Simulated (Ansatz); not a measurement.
Born–Oppenheimer molecular dynamics of a periodic cell of 16 atoms, C (start crystal C, start structure diamond, volume 1.1 times the crystal's). It goes on from the last frame of an earlier run, with new velocities.

Level of theory: DFT LDA, scalar-relativistic, plane waves, PAW (Ansatz). Settings: accuracy low, cutoff 420 eV, k mesh 3x3x3, fermi-dirac smearing 0.24 eV, no spin polarisation.

```yaml
ensemble: NVT, Langevin thermostat
time_step: 1 fs
steps_asked: 149
set_temperature: 2240 K
friction: 0.02 /fs
temperature_schedule: 112 steps to 300 K, then 37 steps to 300 K
seed: 191878
```

First frame:

```xyz
16
Lattice="0.0000 3.6852 3.6852 3.6852 0.0000 3.6852 3.6852 3.6852 0.0000" Properties=species:S:1:pos:R:3
C 0.213 0.029 0.034
C 1.015 1.040 1.125
C 2.039 1.898 0.191
C 3.163 2.773 1.006
C 2.035 0.106 2.115
C 2.969 0.880 2.947
C 3.954 1.692 1.904
C 4.803 2.650 2.882
C 0.122 1.757 2.028
C 1.053 2.703 2.885
C 1.980 3.621 1.881
C 2.890 4.463 2.787
C 1.994 1.749 3.866
C 2.799 2.861 4.809
C 3.916 3.504 3.846
C 4.795 4.436 4.714
```

Problem. What does the run give?

Solution. The run went to its last step.

```
steps done                                               : 149
time covered                                             : 149 fs
mean temperature over the second half                    : 1052 K
spread of the potential energy over the second half      : 43.8 meV per atom
mean potential energy of the second half above the start : -112.9 meV per atom
```

The schedule's set-point averaged 462 K over the second half and the system 1052 K, so it lags behind the ramp. A run of 0.15 ps of so small a system gives no equilibrium averages. Limits of this set-up: low accuracy level.

Problem. What happens to the structure?

Solution. Mean squared displacements from the first frame to the last, about the centre of mass: C 0.03 Å². The details hang on the random start.

Problem. How do temperature and energy run in time?

Solution. 
| time (fs) | T (K) | potential energy less start (eV) |
| --- | --- | --- |
| 0.0 | 2100 | 0.000 |
| 12.0 | 1829 | 1.199 |
| 24.0 | 2044 | 1.014 |
| 36.0 | 2104 | 0.064 |
| 48.0 | 1738 | 0.748 |
| 60.0 | 2157 | -1.340 |
| 72.0 | 1352 | -0.729 |
| 84.0 | 1388 | -1.170 |
| 96.0 | 1189 | -1.346 |
| 108.0 | 1079 | -1.719 |
| 120.0 | 925 | -1.702 |
| 132.0 | 995 | -2.754 |
| 144.0 | 667 | -2.501 |

Run time: 10 min on 1 thread of Arm Neoverse V2 (shared host), peak memory 0.34 GiB.
